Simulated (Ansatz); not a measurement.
# Cl3F2HMoO: one species, many methods

One table from this session's results is given with a row withheld; the runs are named, their logs left out.

Computed with Ansatz 0.2.0, Gaussian basis. Level: functionals in def2-TZVPP, the program's frozen cores in correlated methods.

Plan: LDA (SPW92), PBE-D4, revPBE-D4, BLYP-D4, r2SCAN-D4, B97M-V, PBE0-D4, B3LYP-D4, r2SCANh-D4, r2SCAN0-D4, HSE06-D4, BHLYP-D4, CAM-B3LYP-D4, LC-ωPBE, ωB97X-V, ωB97M-V, B2PLYP, PBE-QIDH; CCSD(T)/def2-SVP; MP2/def2-TZVPP; MP2/def2-QZVPP; RPA on PBE.

1 further run of the same task is left out (for a known fault of the program). Runs told in other sessions of the task aren't counted.

**The geometry**

The geometry comes from an earlier relaxation with PBE0-D4 in a triple-zeta def2 set; it is a stationary point, not always the lowest conformer. Mo takes the def2 core potential; no spin-orbit term is included.

SMILES `[OH][Mo]([F])([F])([Cl])([Cl])[Cl]`, 8 atoms, charge 0, spin multiplicity 1.

Atoms are counted from 1 here; the program's logs count them from 0.

Bond lengths: O1–Mo2 1.829 Å, O1–H8 0.966 Å, Mo2–F3 1.835 Å, Mo2–F4 1.835 Å, Mo2–Cl5 2.261 Å, Mo2–Cl6 2.259 Å, Mo2–Cl7 2.354 Å. Angles: Mo2–O1–H8 126.7°, O1–Mo2–F3 93.1°, O1–Mo2–F4 93.1°, O1–Mo2–Cl5 163.3°, O1–Mo2–Cl6 96.3°, O1–Mo2–Cl7 80.1°, F3–Mo2–F4 172.0°, F3–Mo2–Cl5 87.8°, F3–Mo2–Cl6 87.1°, F3–Mo2–Cl7 93.1°, F4–Mo2–Cl5 87.8°, F4–Mo2–Cl6 87.1°, F4–Mo2–Cl7 93.1°, Cl5–Mo2–Cl6 100.4°, Cl5–Mo2–Cl7 83.2°, Cl6–Mo2–Cl7 176.4°.

The first run:

File in.yaml:

```yaml
crystal:
  periodic: [false, false, false]
  atoms:
    - {symbol: O, position_ang: [-0.330643, -1.463351, 0.508333]}
    - {symbol: Mo, position_ang: [-0.084861, 0.288223, 0.043273]}
    - {symbol: F, position_ang: [1.129273, 0.578292, 1.388260]}
    - {symbol: F, position_ang: [-1.389295, 0.232269, -1.246129]}
    - {symbol: Cl, position_ang: [0.669800, 2.185236, -0.927388]}
    - {symbol: Cl, position_ang: [-1.652520, 1.136282, 1.430667]}
    - {symbol: Cl, position_ang: [1.514488, -0.730047, -1.351899]}
    - {symbol: H, position_ang: [0.143757, -2.226894, 0.154884]}
basis:
  gaussian: {orbitals: def2-TZVPP}
hamiltonian: {xc: lda}
output: {orbitals: {seedname: orbitals}}
```

On the command line:

```console
ansatz run in.yaml --threads 4 --pin off --events-out ev --progress --plain --max-ram 11315MiB
```

Among the steps run: LDA; PBE-D4 (GGA); revPBE-D4 (GGA); BLYP-D4 (GGA); r2SCAN-D4 (meta-GGA); B97M-V (meta-GGA); B3LYP-D4 (hybrid); r2SCANh-D4 (hybrid); r2SCAN0-D4 (hybrid); HSE06-D4 (hybrid); BHLYP-D4 (hybrid); CAM-B3LYP-D4 (range-separated); LC-ωPBE (range-separated); ωB97X-V (range-separated); ωB97M-V (range-separated); B2PLYP (double hybrid); PBE-QIDH (double hybrid).

One of the session's tables, all rows but one given; the rest of the session is left out.

It belongs to the step «Orbital energies across the functionals». 

```
  functional  HOMO (eV)  LUMO (eV)  gap (eV)
 LDA (SPW92)      -7.74      -6.00      1.74
      PBE-D4      -7.56      -5.81      1.75
   revPBE-D4      -7.49      -5.74      1.76
     BLYP-D4      -7.41      -5.70      1.71
   r2SCAN-D4      -7.93      -5.96      1.96
      B97M-V      -8.02      -5.98      2.04
     PBE0-D4      -8.98      -5.43      3.56
    B3LYP-D4      -8.71      -5.57      3.14
  r2SCANh-D4      -8.45      -5.79      2.65
  r2SCAN0-D4      -9.23      -5.52      3.71
    HSE06-D4      -8.58      -5.79      2.79
    BHLYP-D4     -10.25      -4.87      5.39
CAM-B3LYP-D4     -10.32      -4.53      5.79
     LC-ωPBE          ?          ?         ?
     ωB97X-V     -11.32      -3.59      7.74
     ωB97M-V     -11.17      -3.55      7.61
```

Estimate the missing values for LC-ωPBE.

The run gave: HOMO (eV): -11.68; LUMO (eV): -3.58; gap (eV): 8.10. In the column «HOMO (eV)» it is the lowest.
